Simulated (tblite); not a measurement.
# CH10GeO2Si2: the cost of one run

Programs: tblite 0.8.0 and PySCF 2.14.0, with routines of our own; each step states its level. All values are computed. Atoms count from 0.

## 1. The starting structure

16 atoms, charge 0, multiplicity 1; geometry from: start built from the parent or by distance geometry.

## 2. Optimising the geometry with GFN2-xTB

What the job is given:

```
{"job": {"kind": "relax", "xc": "GFN2-xTB", "basis": "xTB"}, "charge": 0, "multiplicity": 1}
C     -2.590300    -1.431600    -0.205700
Si    -1.381600    -0.063700    -0.574000
O     -0.522200     0.314100     0.904900
Ge     0.629800     1.619200     0.436200
O      1.886700     0.948900    -0.632400
Si     2.758300    -0.198900     0.275600
H     -3.145000    -1.678700    -1.145900
H     -3.321600    -1.065100     0.565800
H     -2.065600    -2.328000     0.179600
H     -2.097400     1.104900    -1.054100
H     -0.425600    -0.558300    -1.571000
H     -0.110300     2.772200    -0.241800
H      1.279500     2.168100     1.760800
H      3.381500     0.449300     1.450000
H      3.835200    -0.747300    -0.544300
H      1.873500    -1.287100     0.732600
```

Run with:

```
OMP_NUM_THREADS=1 python redox_run.py task.json out
```

This one command runs all jobs of the session in turn.

**Question.** How long does this first job take on 1 thread of Arm Neoverse V1, shared host?

About 3.8 s.
